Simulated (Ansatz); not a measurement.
Bi: projected density of states with PBE

The system is Bi, a sheet with vacuum.

```
Bi
1.0
     3.30138    0.00000    0.00000
    -1.65069    2.85908    0.00000
     0.00000    0.00000   23.80000
Bi
1
Direct
  0.00000 0.00000 0.29412
```

The cell was built by a generator and needn't be a form met in nature.

- Program: Ansatz 0.2.0
- Task: projected density of states
- Functional: PBE
- Potentials or basis: all-electron LAPW, scalar-relativistic
- Cutoff: 163 eV (chosen from the basis error)
- Basis error allowed: 0.002 eV/atom
- k mesh: 9 × 9 × 1
- Occupations: fermi-dirac, width 0.05 eV
- Spin: no spin polarisation
- Boundary across the vacuum: open (a slab, not repeated across the vacuum)

```yaml
Band_gap_along_the_path: none (metal or under the smearing width)
Work_function: 4.39 eV
```

Levels at the corners of the path, in eV from the Fermi level:
| point | band 14 | band 15 | band 16 | band 17 | band 18 | band 19 | band 20 | band 21 | band 22 | band 23 |
| --- | --- | --- | --- | --- | --- | --- | --- | --- | --- | --- |
| Γ | -22.83 | -22.68 | -22.68 | -12.60 | -2.63 | 3.03 | 4.12 | 4.87 | 5.34 | 6.30 |
| M | -22.70 | -22.66 | -22.58 | -9.50 | -4.29 | 0.57 | 3.03 | 4.88 | 7.25 | 7.58 |
| K | -22.71 | -22.71 | -22.69 | -9.00 | -2.45 | -2.45 | 1.26 | 6.22 | 6.22 | 8.87 |
| Γ | -22.83 | -22.68 | -22.68 | -12.60 | -2.63 | 3.03 | 4.12 | 4.87 | 5.34 | 6.30 |
| A | -22.83 | -22.68 | -22.68 | -12.60 | -2.63 | 3.03 | 4.12 | 4.87 | 5.33 | 6.31 |
| L | -22.70 | -22.66 | -22.58 | -9.50 | -4.29 | 0.57 | 3.03 | 4.88 | 7.25 | 7.58 |
| H | -22.71 | -22.71 | -22.69 | -9.00 | -2.45 | -2.45 | 1.26 | 6.22 | 6.22 | 8.87 |
| A | -22.83 | -22.68 | -22.68 | -12.60 | -2.63 | 3.03 | 4.12 | 4.87 | 5.33 | 6.31 |

States per cell in windows of 0.5 eV (zero at the Fermi level; states under -8 eV left out):
```tsv
from (eV)	total	Bi1 6p	Bi1 6s	Bi1 5d	Bi1 5s	Bi1 5p	Bi1 4s
-8.0	0.00	0.00	0.00	0.00	0.00	0.00	0.00
-7.5	0.00	0.00	0.00	0.00	0.00	0.00	0.00
-7.0	0.00	0.00	0.00	0.00	0.00	0.00	0.00
-6.5	0.00	0.00	0.00	0.00	0.00	0.00	0.00
-6.0	0.00	0.00	0.00	0.00	0.00	0.00	0.00
-5.5	0.00	0.00	0.00	0.00	0.00	0.00	0.00
-5.0	0.00	0.00	0.00	0.00	0.00	0.00	0.00
-4.5	0.01	0.01	0.00	0.00	0.00	0.00	0.00
-4.0	0.26	0.25	0.01	0.00	0.00	0.00	0.00
-3.5	0.34	0.32	0.02	0.00	0.00	0.00	0.00
-3.0	0.32	0.29	0.02	0.00	0.00	0.00	0.00
-2.5	0.38	0.35	0.02	0.00	0.00	0.00	0.00
-2.0	0.45	0.43	0.02	0.00	0.00	0.00	0.00
-1.5	0.33	0.32	0.01	0.00	0.00	0.00	0.00
-1.0	0.13	0.13	0.00	0.00	0.00	0.00	0.00
-0.5	0.78	0.73	0.04	0.00	0.00	0.00	0.00
0.0	0.44	0.42	0.01	0.00	0.00	0.00	0.00
0.5	0.40	0.38	0.01	0.00	0.00	0.00	0.00
1.0	0.41	0.38	0.01	0.00	0.00	0.00	0.00
1.5	0.29	0.26	0.01	0.00	0.00	0.00	0.00
2.0	0.28	0.24	0.01	0.00	0.00	0.00	0.00
2.5	0.32	0.26	0.01	0.00	0.00	0.00	0.00
3.0	0.39	0.23	0.00	0.00	0.00	0.00	0.00
3.5	0.25	0.07	0.00	0.00	0.00	0.00	0.00
4.0	0.44	0.18	0.01	0.00	0.00	0.00	0.00
4.5	0.63	0.22	0.00	0.00	0.00	0.00	0.00
5.0	0.96	0.01	0.00	0.00	0.00	0.00	0.00
5.5	1.46	0.01	0.00	0.00	0.00	0.00	0.00
6.0	0.65	0.00	0.00	0.00	0.00	0.00	0.00
6.5	0.61	0.00	0.00	0.00	0.00	0.00	0.00
7.0	0.73	0.00	0.00	0.00	0.00	0.00	0.00
7.5	0.66	0.00	0.00	0.00	0.00	0.00	0.00
```

Wall time 8.5 s on 2 threads of Arm Neoverse V2, with other jobs on the host, peak memory 0.3 GiB.

Caveat: spin-orbit coupling is left out, which moves the levels of the heavy elements.
